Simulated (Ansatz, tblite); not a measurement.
# [AgCl4]-: one state, many levels

One table from this session's results is given with a row withheld; the runs are named, their logs left out.

Program: Ansatz 0.2.0, Gaussian basis. Level of theory: as each input shows. These are calculated values, not measurements.

The runs, in order: GFN1-xTB, GFN2-xTB, PBE-D4/def2-TZVPD, r2SCAN-D4/def2-TZVPD, LDA/def2-TZVPD, B3LYP-D4/def2-TZVPD, B2PLYP/def2-TZVPD, LC-ωPBE/def2-TZVPD, BLYP-D4/def2-TZVPD, PBE+5HF/def2-TZVPD, PBE+10HF/def2-TZVPD, PBE+15HF/def2-TZVPD, PBE+35HF/def2-TZVPD, PBE+50HF/def2-TZVPD, PBE-D4/def2-SVPD, PBE0-D4/def2-SVPD, CCSD(T)/def2-SVPD, MP2/def2-TZVPD, RPA/def2-TZVPD.

6 further runs of the same task are left out: 6 set aside as unsound or not needed. Runs told in other sessions of the task aren't counted.

## The geometry

The singlet was relaxed beforehand with r2SCAN-D4/def2-SVPD.

5 atoms, charge -1, spin multiplicity 1.

Bond lengths: Ag1–Cl2 2.341 Å, Ag1–Cl3 2.341 Å, Ag1–Cl4 2.341 Å, Ag1–Cl5 2.341 Å. Angles: Cl2–Ag1–Cl3 90.0°, Cl2–Ag1–Cl4 180.0°, Cl2–Ag1–Cl5 90.0°, Cl3–Ag1–Cl4 90.0°, Cl3–Ag1–Cl5 180.0°, Cl4–Ag1–Cl5 90.0°.

Geometry (Å):

```
atom    x (Å)    y (Å)    z (Å)
 Ag1   0.0003  -0.0002   0.0000
 Cl2   2.3415  -0.0255   0.0027
 Cl3   0.0260   2.3409   0.0069
 Cl4  -2.3408   0.0260  -0.0025
 Cl5  -0.0270  -2.3413  -0.0070
```

Formally the metal is d8. Ag takes a core potential in the def2 sets. No spin-orbit coupling is included. The ion is computed in the gas phase, without counter-ions or solvent.

PBE0-D4/def2-TZVPD was run before; its log isn't repeated, and its numbers join the tables.

Set-up of the first run:

Tight binding, by tblite at 300 K electronic temperature and without a spin-polarisation term:

```python
tblite.interface.Calculator('GFN1-xTB', numbers, positions, charge=-1, uhf=0).singlepoint()
```

Tight binding, by tblite at 300 K electronic temperature and without a spin-polarisation term:

```python
tblite.interface.Calculator('GFN2-xTB', numbers, positions, charge=-1, uhf=0).singlepoint()
```

start.molden holds the orbitals of an earlier run on this state, given as this run's starting guess.

in.yaml reads:

```yaml
crystal:
  periodic: [false, false, false]
  atoms:
    - {symbol: Ag, position_ang: [0.000310, -0.000202, 0.000016]}
    - {symbol: Cl, position_ang: [2.341465, -0.025475, 0.002657]}
    - {symbol: Cl, position_ang: [0.026042, 2.340943, 0.006865]}
    - {symbol: Cl, position_ang: [-2.340825, 0.026034, -0.002539]}
    - {symbol: Cl, position_ang: [-0.026992, -2.341300, -0.007000]}
basis:
  gaussian: {orbitals: def2-TZVPD, initial_orbitals: start.molden}
total_charge: -1
hamiltonian: {xc: pbe, dispersion: d4}
scf: {omitted_lower_state_checks: [starts]}
output: {orbitals: {seedname: orbitals}}
```

The run is started by

```bash
$ ansatz run in.yaml --threads 4 --pin off --events-out ev --progress --plain --max-ram 3916MiB
```

Steps of the session up to this table: PBE-D4/def2-TZVPD; r2SCAN-D4/def2-TZVPD; LDA/def2-TZVPD; B3LYP-D4/def2-TZVPD; B2PLYP/def2-TZVPD; LC-ωPBE/def2-TZVPD; BLYP-D4/def2-TZVPD; PBE+5HF/def2-TZVPD; PBE+10HF/def2-TZVPD; PBE+15HF/def2-TZVPD; PBE+35HF/def2-TZVPD; PBE+50HF/def2-TZVPD; PBE-D4/def2-SVPD; PBE0-D4/def2-SVPD; CCSD(T)/def2-SVPD; MP2/def2-TZVPD; RPA/def2-TZVPD.

One table of the session follows, with a row left open; its other results are not shown here.

It belongs to the step «Levels side by side». 

```
               level  HOMO (eV)  LUMO (eV)  gap (eV)
      LDA/def2-TZVPD      -2.75      -1.80      0.95
    PBE-D4/def2-SVPD      -2.65      -1.76      0.89
   PBE-D4/def2-TZVPD      -2.60      -1.61      0.99
  BLYP-D4/def2-TZVPD      -2.45      -1.47      0.98
r2SCAN-D4/def2-TZVPD      -2.92      -1.77      1.15
 B3LYP-D4/def2-TZVPD      -3.72      -1.29      2.42
   PBE0-D4/def2-SVPD      -4.04      -1.35      2.69
  PBE0-D4/def2-TZVPD      -3.99      -1.17      2.81
  LC-ωPBE/def2-TZVPD          ?          ?         ?
  PBE+5HF/def2-TZVPD      -2.88      -1.53      1.35
 PBE+10HF/def2-TZVPD      -3.15      -1.44      1.71
 PBE+15HF/def2-TZVPD      -3.43      -1.35      2.08
 PBE+35HF/def2-TZVPD      -4.55      -0.99      3.56
 PBE+50HF/def2-TZVPD      -5.40      -0.70      4.70
```

**Question.** Estimate the row for LC-ωPBE/def2-TZVPD.

**Answer.** HOMO (eV): -6.79; LUMO (eV): 0.44; gap (eV): 7.22. In the column «HOMO (eV)» it is the lowest.
